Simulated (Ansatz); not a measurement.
**PBE/6-31G(d) (spherical functions) run of C2H9NSi (SMILES CN(C)[SiH3])**

Aim: the vertical ionisation energy of C2H9NSi at PBE/6-31G* (spherical functions), from 2 runs. 

The results are computed with Ansatz 0.2.0.

71 further runs of the same task are left out: 71 set aside as unsound or not needed.

### 1 The molecule

C2H9NSi has 13 atoms, charge 0, and is taken as a singlet. SMILES: `CN(C)[SiH3]`. The shape is that of a PBE0-D4/def2-TZVP optimisation.

Bond lengths: C1–N2 1.442 Å, N2–C3 1.442 Å, N2–Si4 1.717 Å, C1–H5 1.101 Å, C1–H6 1.097 Å, C1–H7 1.092 Å, C3–H8 1.097 Å, C3–H9 1.101 Å, C3–H10 1.092 Å, Si4–H11 1.497 Å, Si4–H12 1.487 Å, Si4–H13 1.487 Å. Some angles: C1–N2–C3 113.7°, C1–N2–Si4 120.9°, C3–N2–Si4 120.9°, N2–C1–H5 112.8°, N2–C1–H6 110.4°, N2–C1–H7 110.5°, N2–C3–H8 110.4°, N2–C3–H9 112.8°, N2–C3–H10 110.5°, N2–Si4–H11 115.3°.

### 2 The energy at PBE/6-31G(d) (spherical functions)

The input, job.yaml:

```yaml
crystal:
  periodic: [false, false, false]
  atoms:
    - {symbol: C, position_ang: [-0.853400, 1.051500, -0.567400]}
    - {symbol: N, position_ang: [-0.064300, 0.101400, 0.176900]}
    - {symbol: C, position_ang: [1.257300, 0.576800, 0.503700]}
    - {symbol: Si, position_ang: [-0.404400, -1.580400, 0.101900]}
    - {symbol: H, position_ang: [-0.416100, 1.292500, -1.548500]}
    - {symbol: H, position_ang: [-0.947500, 1.991500, -0.009400]}
    - {symbol: H, position_ang: [-1.860700, 0.663700, -0.735400]}
    - {symbol: H, position_ang: [1.197400, 1.509100, 1.079000]}
    - {symbol: H, position_ang: [1.870100, 0.778300, -0.388400]}
    - {symbol: H, position_ang: [1.787100, -0.156700, 1.115700]}
    - {symbol: H, position_ang: [0.068700, -2.275300, -1.137100]}
    - {symbol: H, position_ang: [-1.879700, -1.752300, 0.167000]}
    - {symbol: H, position_ang: [0.265600, -2.234700, 1.256700]}
basis:
  gaussian:
    orbitals: 6-31G_st_-spherical.json
magnetization:
  spin_polarized: false
accuracy: high
output:
  orbitals: {seedname: orbitals}
hamiltonian:
  xc: {name: PBE}
```

The basis set 6-31G* is read from a file made from the Basis Set Exchange's data (not shown).

Launch:

```sh
$ ansatz run job.yaml --threads 1 --pin off --max-ram 2610MiB --events-out events.jsonl --progress --plain --runs-dir runs
```

Standard output:

```text
Warning: RAYON_NUM_THREADS=1 ignored (pool sized by the plan → 1); use --threads N
Functional definition: PBE
  name "PBE"
  parameter kappa = 0.804
  parameter beta = 0.06672455060314922
  exchange = pbe_x(kappa = kappa, mu = beta*pi^2/3)
  correlation = pbe_c(beta = beta)
1974 factors; integrals over basis functions are off by at most 4.0e-9 eV
mean field evaluation 1: about -11569.4288 eV, gradient 6.1e1 eV
mean field evaluation 2: about -11540.6003 eV, gradient 1.2e2 eV
mean field evaluation 4: about -11578.2103 eV, gradient 8.1e0 eV
mean field evaluation 8: about -11578.3320 eV, gradient 3.5e-1 eV
mean field evaluation 16: about -11578.3323 eV, gradient 7.8e-6 eV
mean field -11578.33232302 eV, -425.4958647953 hartree, gradient 2.0e-8 eV, S^2 0.000000; 0 other end points of the search recorded, 0 dependent functions left out
reference -11578.33232646 eV, -425.4958649218 hartree; 21, 21 occupied and 57, 57 virtual orbitals, 1974 factors
Total energy: -11578.33232646 eV, -425.4958649218 hartree
```

It took 7.5 s on 1 thread of Arm Neoverse V1, shared host; peak memory 0.21 GiB.

### 3 The doublet cation

The input, run.yaml:

```yaml
crystal:
  periodic: [false, false, false]
  atoms:
    - {symbol: C, position_ang: [-0.853400, 1.051500, -0.567400]}
    - {symbol: "N", position_ang: [-0.064300, 0.101400, 0.176900]}
    - {symbol: C, position_ang: [1.257300, 0.576800, 0.503700]}
    - {symbol: Si, position_ang: [-0.404400, -1.580400, 0.101900]}
    - {symbol: H, position_ang: [-0.416100, 1.292500, -1.548500]}
    - {symbol: H, position_ang: [-0.947500, 1.991500, -0.009400]}
    - {symbol: H, position_ang: [-1.860700, 0.663700, -0.735400]}
    - {symbol: H, position_ang: [1.197400, 1.509100, 1.079000]}
    - {symbol: H, position_ang: [1.870100, 0.778300, -0.388400]}
    - {symbol: H, position_ang: [1.787100, -0.156700, 1.115700]}
    - {symbol: H, position_ang: [0.068700, -2.275300, -1.137100]}
    - {symbol: H, position_ang: [-1.879700, -1.752300, 0.167000]}
    - {symbol: H, position_ang: [0.265600, -2.234700, 1.256700]}
basis:
  gaussian: {orbitals: 6-31G_st_-spherical.json}
accuracy: high
total_charge: 1
output: {orbitals: {seedname: orbitals}}
hamiltonian: {xc: pbe}
magnetization: {spin_polarized: true, initial_magnetization: 1}
```

The basis set 6-31G* is read from a file made from the Basis Set Exchange's data (not shown).

Launch:

```sh
$ ansatz run run.yaml --threads 1 --pin off --max-ram 2610MiB --events-out events.jsonl --progress --plain --runs-dir runs
```

Standard output:

```text
Warning: RAYON_NUM_THREADS=1 ignored (pool sized by the plan → 1); use --threads N
Functional definition: PBE
  name "PBE"
  parameter kappa = 0.804
  parameter beta = 0.06672455060314922
  exchange = pbe_x(kappa = kappa, mu = beta*pi^2/3)
  correlation = pbe_c(beta = beta)
1974 factors; integrals over basis functions are off by at most 4.0e-9 eV
mean field evaluation 1: about -11548.1649 eV, gradient 6.4e1 eV
mean field evaluation 2: about -11416.5322 eV, gradient 1.6e2 eV
mean field evaluation 4: about -11569.1467 eV, gradient 1.6e1 eV
mean field evaluation 8: about -11570.2646 eV, gradient 2.9e-1 eV
mean field evaluation 16: about -11570.2507 eV, gradient 1.1e-4 eV
mean field -11570.25070881 eV, -425.1988709511 hartree, gradient 5.7e-8 eV, S^2 0.753039; 0 other end points of the search recorded, 0 dependent functions left out
reference -11570.25071211 eV, -425.1988710726 hartree; 21, 20 occupied and 57, 58 virtual orbitals, 1974 factors
Total energy: -11570.25071211 eV, -425.1988710726 hartree
```

It took 13 s on 1 thread of Arm Neoverse V1, shared host; peak memory 0.26 GiB.

### 4 Outcome

Level: PBE/6-31G* (spherical functions).

```
                                          quantity          value
                     singlet C2H9NSi: total energy  -425.49586 Eh
                      singlet C2H9NSi: HOMO energy       -4.80 eV
                      singlet C2H9NSi: LUMO energy        0.24 eV
                    singlet C2H9NSi: HOMO–LUMO gap        5.04 eV
                      doublet cation: total energy  -425.19887 Eh
doublet cation: HOMO energy (highest over α and β)      -12.61 eV
 doublet cation: LUMO energy (lowest over α and β)      -11.28 eV
                              doublet cation: ⟨S²⟩          0.753
vertical ionisation energy (to the doublet cation)       8.082 eV
```

**Reading.** Removing an electron at fixed nuclei costs 8.08 eV (186 kcal/mol). The negative HOMO energy of the first species, 4.80 eV, lies 3.28 eV below that difference.
